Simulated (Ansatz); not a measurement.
# CH11NOSi2: the cost of one run

All numbers below are computed with Ansatz 0.2.0 (UKS PBE0/STO-3G).

**1. The starting structure**

Bond lengths: Si1–O3 1.617 Å, O3–Si4 1.613 Å, Si1–H5 1.456 Å, Si1–H6 1.474 Å, Si1–N8 2.121 Å, N8–C9 1.443 Å, Si4–H10 1.462 Å, Si4–H11 1.462 Å, Si4–H12 1.460 Å, N8–H13 1.015 Å, C9–H14 1.090 Å, C9–H15 1.094 Å, C9–H16 1.094 Å. Angles (14 of 22 angles, heavy atoms first): Si1–O3–Si4 151.4°, O3–Si1–N8 103.7°, Si1–N8–C9 115.5°, O3–Si1–H5 116.4°, O3–Si1–H6 100.4°, H5–Si1–N8 131.4°, H6–Si1–N8 94.0°, O3–Si4–H10 108.3°, O3–Si4–H11 108.8°, O3–Si4–H12 104.2°, Si1–N8–H13 114.4°, C9–N8–H13 110.1°, N8–C9–H14 107.9°, N8–C9–H15 111.5°.

As a file:

```xyz
16

Si   -0.4263    0.6663    0.4473
H     1.4274    0.3786    0.5087
O    -0.3973    1.0227   -1.1294
Si    0.0898    1.9362   -2.3660
H    -0.1986    1.7738    1.3650
H    -1.8542    0.3446    0.6208
H     1.3000   -0.5967    0.4722
N     0.1931   -1.3614    0.5156
C    -0.1105   -2.0627    1.7400
H     1.3469    1.3890   -2.8750
H     0.2709    3.3085   -1.8958
H    -0.9927    1.8269   -3.3403
H    -0.0955   -1.9153   -0.2840
H     0.2380   -1.4508    2.5721
H     0.3938   -3.0327    1.7813
H    -1.1847   -2.2270    1.8675
```

**2. Run 1**

150 steps of 0.5 fs at constant energy, with velocities drawn for 1000 K.

input.yaml reads:

```yaml
crystal:
  periodic: [false, false, false]
  atoms:
    - { symbol: Si, position_ang: [-0.4263, 0.6663, 0.4473] }
    - { symbol: H, position_ang: [1.4274, 0.3786, 0.5087] }
    - { symbol: O, position_ang: [-0.3973, 1.0227, -1.1294] }
    - { symbol: Si, position_ang: [0.0898, 1.9362, -2.366] }
    - { symbol: H, position_ang: [-0.1986, 1.7738, 1.365] }
    - { symbol: H, position_ang: [-1.8542, 0.3446, 0.6208] }
    - { symbol: H, position_ang: [1.3, -0.5967, 0.4722] }
    - { symbol: "N", position_ang: [0.1931, -1.3614, 0.5156] }
    - { symbol: C, position_ang: [-0.1105, -2.0627, 1.74] }
    - { symbol: H, position_ang: [1.3469, 1.389, -2.875] }
    - { symbol: H, position_ang: [0.2709, 3.3085, -1.8958] }
    - { symbol: H, position_ang: [-0.9927, 1.8269, -3.3403] }
    - { symbol: H, position_ang: [-0.0955, -1.9153, -0.284] }
    - { symbol: H, position_ang: [0.238, -1.4508, 2.5721] }
    - { symbol: H, position_ang: [0.3938, -3.0327, 1.7813] }
    - { symbol: H, position_ang: [-1.1847, -2.227, 1.8675] }
magnetization:
  spin_polarized: true
basis:
  gaussian: { orbitals: STO-3G }
hamiltonian:
  xc: pbe0
md:
  timestep: 0.5
  n_steps: 150
  ensemble: nve
  temperature: 1000.0
  initial_velocities: maxwell_boltzmann
  seed: 485911
```

On the command line:

```sh
> ansatz run input.yaml --threads 1 --pin off --max-ram 2048MiB --backend cpu --events-out ev --progress --plain --runs-dir out
```

What time and memory should one allow on 1 thread of Arm Neoverse N1, shared host?

About 24 min, with a peak of 0.18 GiB.
